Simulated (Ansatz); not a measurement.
The system is TaVN2.

```
Ta V N
1.0
     3.04987    0.00000    0.00000
     0.00000    3.04987    0.00000
     0.00000    0.00000    4.29606
Ta V N
1 1 2
Direct
  0.00000 0.00000 0.00000
  0.50000 0.50000 0.50000
  0.50000 0.50000 0.00000
  0.00000 0.00000 0.50000
```

The cell comes from a database or a generator and needn't be the stable form of this composition.

Base run:

- Program: Ansatz 0.2.0
- Functional: PBEsol
- Potentials or basis: Ansatz PAW
- Cutoff: 420 eV (not typed: the program's choice for these potentials)
- k mesh: 7 × 7 × 5
- Occupations: fermi-dirac, width 0.05 eV
- Spin: collinear spin, ferromagnetic start
- Starting moments: [0.0, 2.0, 0.0, 0.0] μB
- Fixed moment: 2 μB

Its results: pressure -6.6 GPa; site moments Ta +0.05; V +1.39; N +0.05, +0.06 μB.

**Question.** The run is repeated on the same cell with these changes: fixed moment from 2 μB to 2.5 μB; moments at the start from [0.0, 2.0, 0.0, 0.0] to [0.0, 2.5, 0.0, 0.0]. What comes out?

**Answer.** Pressure -3.8 GPa; site moments Ta +0.13; V +1.60; N +0.08, +0.07 μB.

Caveats: the total moment is fixed, so each spin has its own Fermi level; the PAW data sets come from PBE, with cores solved anew for the run's functional, which leaves a small shift of forces and pressure; the thresholds are loose for stress.
